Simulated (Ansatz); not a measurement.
## FH₄SiSn, SMILES [F][SnH][SiH3]: a search for lower mean-field states, step by step

With Ansatz 0.2.0, Python API.

Input file `fh4sisn.xyz`:
```text
7

F    -1.71550   -1.64900    1.32570
Sn   -0.30960   -1.47090    0.03620
Si    0.56350    0.88040    0.03230
H    -0.82070   -1.84700   -1.56850
H     1.70110    0.97630   -0.93870
H     1.08970    1.22430    1.39020
H    -0.44730    1.81780   -0.32290
```

Interactive session:
```pycon
>>> import ansatz as az
>>> import numpy as np
>>> SETTINGS = {
...     "basis_set": "def2-SVP",
...     "xc": "HF",
... }
>>> fh4sisn = az.Crystal.molecule_from_extxyz("fh4sisn.xyz")
>>> symbols = [site.symbol for site in fh4sisn.cartesian_sites]
>>> start = np.array([site.position_ang for site in fh4sisn.cartesian_sites])
>>> for factor in [1.0, 1.25, 1.6]:
...     xyz = (start - start.mean(axis=0)) * factor
...     scaled = az.Crystal.molecule()
...     for symbol, place in zip(symbols, xyz):
...         scaled = scaled.atom(symbol, place.tolist())
...     job = (
...         scaled.calculation()
...         .basis(gaussian=SETTINGS["basis_set"])
...         .functional(SETTINGS["xc"])
...         .spin("collinear", total=1)
...     )
...     for search in ("off", "standard"):
...         try:
...             data = job.scf(lower_state_search=search).run(threads=1, backend="cpu").report
...         except az.AnsatzError as error:
...             print(f"x{factor} search {search}: {type(error).__name__}")
...             continue
...         state = data["mean_field"]["state"]
...         print(f"all distances x{factor}, search {search:8s} E = {data['free_energy_ev']:.5f} eV  <S^2> = {abs(state['spin_squared']):.3f}  other states met: {len(data['mean_field']['others'])}")
...
all distances x1.0, search off      E = -16431.88678 eV  <S^2> = 0.756  other states met: 0
all distances x1.0, search standard E = -16431.88678 eV  <S^2> = 0.756  other states met: 0
all distances x1.25, search off      E = -16426.95388 eV  <S^2> = 0.878  other states met: 0
all distances x1.25, search standard E = -16426.95388 eV  <S^2> = 0.878  other states met: 4
all distances x1.6, search off      E = -16420.23122 eV  <S^2> = 3.388  other states met: 0
all distances x1.6, search standard E = -16420.23122 eV  <S^2> = 3.388  other states met: 9
```

What to keep in mind:
- Total energies depend on the basis set; only differences at equal settings carry meaning.
- The count of other states can hold repeated and symmetry-equivalent ends of the search; scaling all distances is a test, and for more than two atoms no physical path.
- The geometry comes from a force field and isn't relaxed at this level.
- def2 sets replace the cores of elements past krypton by effective core potentials.
- The run takes the species as open-shell (spin multiplicity 2), which needn't be its ground state.
- The expectation value of S² is noticeably off S(S+1) in at least one run, so that state is spin-contaminated.
- Run time: 32 s on 1 thread of Arm Neoverse V2, with other jobs on the host, peak memory 0.26 GiB.
